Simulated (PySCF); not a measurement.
# C5H6F2: the cost of one run

The runs use PySCF 2.14.0, with density-fitted response routines of our own; the level of theory stands in each step. All values are computed, except where a source is named. Atoms count from 0, in the outputs and in this text.

## 1. The molecule as given

13 atoms, charge 0, multiplicity 1; geometry from: GFN2-xTB. The atoms were then displaced at random by about 0.01 Å, so the start is not that level's minimum.

Bonds of the start (Å): F0–C1 1.39, C1–F2 1.35, C1–C3 1.49, C3–C4 1.54, C4–C5 1.32, C5–C6 1.52, C6–C3 1.57, C1–H7 1.10, C3–H8 1.10, C4–H9 1.08, C5–H10 1.08, C6–H11 1.08, C6–H12 1.08.

## 2. Geometry optimisation at PBE0-D3(BJ)/def2-SVP

Job settings and geometry (Å):

```
{"job": {"xc": "PBE0", "basis": "def2-SVP", "d3": "d3bj", "grid": 1, "shake": 0.01, "kind": "geom"}, "charge": 0, "multiplicity": 1}
F      2.352250    -0.698780    -0.573150
C      1.379710     0.291610    -0.668720
F      2.027500     1.473190    -0.576040
C      0.392520     0.159530     0.437070
C     -0.895860     0.973390     0.249750
C     -1.691110    -0.075100     0.146070
C     -0.564760    -1.080380     0.313320
H      0.961490     0.248910    -1.680130
H      0.859560     0.266820     1.423460
H     -1.036620     2.041370     0.246780
H     -2.751940    -0.219620     0.016290
H     -0.371280    -1.711990    -0.542700
H     -0.655650    -1.685830     1.197680
```

Launch:

```sh
OMP_NUM_THREADS=1 python probes_run.py task.json out
```

This one command runs all jobs of the session in turn.

Q: Estimate the wall time and peak memory of this first job on 1 thread of Arm Neoverse V1, shared host.

About 61 s, with a peak of 0.5 GiB.
